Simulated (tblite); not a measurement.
# C18H14O2S: the cost of one run

Computed with tblite 0.8.0 and PySCF 2.14.0 and routines of our own; the level stands in each step. Atoms count from 0.

### Step 1. The starting structure

35 atoms, charge 0, multiplicity 1; geometry from: force field, distance geometry or constructed start.

### Step 2. Geometry optimisation with GFN2-xTB

Job settings and geometry (Å):

```
{"job": {"kind": "relax", "xc": "GFN2-xTB", "basis": "xTB"}, "charge": 0, "multiplicity": 1}
C     -7.019600     2.337000    -0.988000
C     -6.015400     1.695300    -1.021200
C     -4.768100     0.899400    -1.047600
O     -4.488200     0.437200     0.261700
C     -3.363000    -0.327200     0.433500
C     -2.463000    -0.687500    -0.573000
C     -1.341900    -1.469800    -0.262600
C     -1.107900    -1.892900     1.054800
S      0.303500    -2.903300     1.472200
C      1.650100    -1.902700     0.879300
C      1.838800    -0.590800     1.320400
C      2.908300     0.176700     0.846800
C      3.807700    -0.363400    -0.064200
O      4.890700     0.271900    -0.621500
C      5.304700     1.520400    -0.048900
C      4.586400     2.648400    -0.643600
C      4.000400     3.575000    -1.139600
C      3.622000    -1.679200    -0.513100
C      2.555400    -2.442500    -0.035800
C     -2.019400    -1.541600     2.053400
C     -3.139600    -0.756100     1.740400
H     -7.924200     2.911800    -0.954000
H     -3.950800     1.540000    -1.401600
H     -4.913600     0.048300    -1.730300
H     -2.589000    -0.378100    -1.601900
H     -0.659100    -1.747400    -1.052400
H      1.153600    -0.145400     2.039100
H      2.998200     1.199600     1.206200
H      6.374300     1.615700    -0.282700
H      5.240500     1.506600     1.048300
H      3.479600     4.390000    -1.583000
H      4.314600    -2.105000    -1.230500
H      2.436800    -3.464500    -0.396600
H     -1.872000    -1.870700     3.080700
H     -3.837700    -0.485800     2.520800
```

The run is started by

```bash
> OMP_NUM_THREADS=1 python large_run.py task.json out
```

One launch serves the whole session: the jobs run in the order shown.

Q: Estimate the wall time and peak memory of this first job on 1 thread of AMD EPYC 7R43, shared host.

About 3.2 s, with a peak of 0.18 GiB.
